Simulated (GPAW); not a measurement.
The system is Ta3AsAu2O13.

```xyz
19
Lattice="5.4520 0.0000 0.0000 -2.7260 4.7216 0.0000 0.0000 0.0000 9.5790" Properties=species:S:1:pos:R:3 pbc="T T T"
Ta    0.0000    0.0000    1.8591
Ta    0.0000    0.0000    7.7199
Ta    2.7260    1.5739    0.0000
As    0.0000    0.0000    4.7895
Au    0.0000    3.1477    2.6273
Au    0.0000    3.1477    6.9517
O     0.0000    0.0000    0.0000
O    -1.3422    4.5860    3.4870
O    -0.5745    1.2662    3.4870
O     1.9167    3.5909    3.4870
O    -1.3422    4.5860    6.0921
O    -0.5745    1.2662    6.0921
O     1.9167    3.5909    6.0921
O     1.1852    1.5782    8.2230
O     3.4927    0.2374    8.2230
O     3.5002    2.9061    8.2230
O     1.1852    1.5782    1.3560
O     3.4927    0.2374    1.3560
O     3.5002    2.9061    1.3560
```

The cell was built by a generator and needn't be a form met in nature.

Base run:

- Program: GPAW 26.7.0
- Functional: PW91
- Potentials or basis: PAW data sets generated in the run's folder for this functional
- Cutoff: 800 eV
- Basis: pw
- k mesh: 4 × 4 × 2
- Occupations: fermi-dirac, width 0.05 eV
- Spin: no spin polarisation

Its results: pressure 0.5 GPa; largest force 0.284 eV/Å.

**Question.** After a change of settings the same cell gave: pressure 5.4 GPa; largest force 0.245 eV/Å. Which change was it?
A. functional from PW91 to r2SCAN; potentials or basis from PAW data sets generated in the run's folder for this functional to GPAW PAW data sets (gpaw-data 1.2.1)
B. functional from PW91 to PBE; potentials or basis from PAW data sets generated in the run's folder for this functional to GPAW PAW data sets (gpaw-data 1.2.1)
C. functional from PW91 to BLYP
D. functional from PW91 to AM05

**Answer.** C.

BLYP binds less tightly than PW91, so the same cell stands under more pressure.

Caveats: with this Au data set, volumes or pressures lay over 1.5 % or 2 GPa off other programs in two to four cells of ten.
